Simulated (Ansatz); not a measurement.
**C2H5BS: up Jacob's ladder to CCSD(T)**

An exercise on one series of results from a longer session: the logs are not shown, and one member is left open.

Program: Ansatz 0.2.0, Gaussian basis. Level of theory: functionals in def2-TZVPP, the program's frozen cores in correlated methods. These are calculated values, not measurements.

Levels to be run: LDA (SPW92), PBE-D4, revPBE-D4, BLYP-D4, r2SCAN-D4, B97M-V, PBE0-D4, B3LYP-D4, r2SCANh-D4, r2SCAN0-D4, HSE06-D4, BHLYP-D4, CAM-B3LYP-D4, LC-ωPBE, ωB97X-V, ωB97M-V, B2PLYP, PBE-QIDH; CCSD(T)/def2-SVP; CCSD(T)/def2-TZVPP; MP2/def2-QZVPP; extrapolation to the limit; RPA on PBE.

## The relaxed structure

An earlier PBE0-D4 in a triple-zeta def2 set relaxation fixed the geometry.

SMILES `B1CSC1`, 9 atoms, charge 0, spin multiplicity 1.

Atoms are counted from 1 here; the program's logs count them from 0.

Bond lengths: B1–C2 1.570 Å, B1–C4 1.570 Å, B1–H5 1.198 Å, C2–S3 1.830 Å, C2–H6 1.094 Å, C2–H7 1.094 Å, S3–C4 1.830 Å, C4–H8 1.094 Å, C4–H9 1.094 Å. Angles: C2–B1–C4 99.5°, C2–B1–H5 130.2°, C4–B1–H5 130.2°, B1–C2–S3 89.3°, B1–C2–H6 115.6°, B1–C2–H7 115.7°, S3–C2–H6 114.0°, S3–C2–H7 113.9°, H6–C2–H7 107.7°, C2–S3–C4 81.8°, B1–C4–S3 89.3°, B1–C4–H8 115.6°, B1–C4–H9 115.7°, S3–C4–H8 114.0°, S3–C4–H9 113.9°, H8–C4–H9 107.7°.

Set-up of the first run:

File in.yaml:

```yaml
crystal:
  periodic: [false, false, false]
  atoms:
    - {symbol: B, position_ang: [-0.398111, 0.508221, -0.454724]}
    - {symbol: C, position_ang: [1.130607, 0.462986, -0.098004]}
    - {symbol: S, position_ang: [0.830828, -1.041577, 0.900370]}
    - {symbol: C, position_ang: [-0.888400, -0.752867, 0.342489]}
    - {symbol: H, position_ang: [-1.010114, 1.276144, -1.140216]}
    - {symbol: H, position_ang: [1.809612, 0.309103, -0.942322]}
    - {symbol: H, position_ang: [1.507683, 1.311385, 0.481264]}
    - {symbol: H, position_ang: [-1.302212, -1.564832, -0.263375]}
    - {symbol: H, position_ang: [-1.591394, -0.554862, 1.157420]}
basis:
  gaussian: {orbitals: def2-TZVPP}
hamiltonian: {xc: lda}
output: {orbitals: {seedname: orbitals}}
```

Started as:

```
$ ansatz run in.yaml --threads 2 --pin off --events-out ev --progress --plain --max-ram 4352MiB
```

Among the steps run: LDA; PBE-D4 (GGA); revPBE-D4 (GGA); BLYP-D4 (GGA); r2SCAN-D4 (meta-GGA); B97M-V (meta-GGA); PBE0-D4 (hybrid); B3LYP-D4 (hybrid); r2SCANh-D4 (hybrid); r2SCAN0-D4 (hybrid); HSE06-D4 (hybrid); BHLYP-D4 (hybrid); CAM-B3LYP-D4 (range-separated); LC-ωPBE (range-separated); ωB97X-V (range-separated); ωB97M-V (range-separated); B2PLYP (double hybrid); PBE-QIDH (double hybrid).

One of the session's tables, all rows but one given; the rest of the session is left out.

It belongs to the step «Frontier levels by functional». 

```
  functional  HOMO (eV)  LUMO (eV)  gap (eV)
 LDA (SPW92)      -5.26      -2.75      2.51
      PBE-D4      -5.16      -2.49      2.67
   revPBE-D4      -5.13      -2.38      2.75
     BLYP-D4          ?          ?         ?
   r2SCAN-D4      -5.38      -2.10      3.29
      B97M-V      -5.50      -2.13      3.36
     PBE0-D4      -6.38      -1.46      4.92
    B3LYP-D4      -6.14      -1.69      4.46
  r2SCANh-D4      -5.84      -1.75      4.09
  r2SCAN0-D4      -6.52      -1.23      5.29
    HSE06-D4      -5.98      -1.85      4.13
    BHLYP-D4      -7.46      -0.38      7.08
CAM-B3LYP-D4      -7.71      -0.33      7.38
     LC-ωPBE      -9.12       0.90     10.02
     ωB97X-V      -8.76       0.78      9.54
     ωB97M-V      -8.60       0.53      9.13
```

**Question.** Estimate the row for BLYP-D4.

Worked estimate for «HOMO (eV)». Against the share of exact exchange, B3LYP-D4 (0.2, -6.14), BHLYP-D4 (0.5, -7.46) give a slope of -4.40 per unit share; at 0 the line stands at -5.26.

**Answer.** HOMO (eV): -5.01; LUMO (eV): -2.33; gap (eV): 2.67. In «HOMO (eV)» the line misses by -0.25.
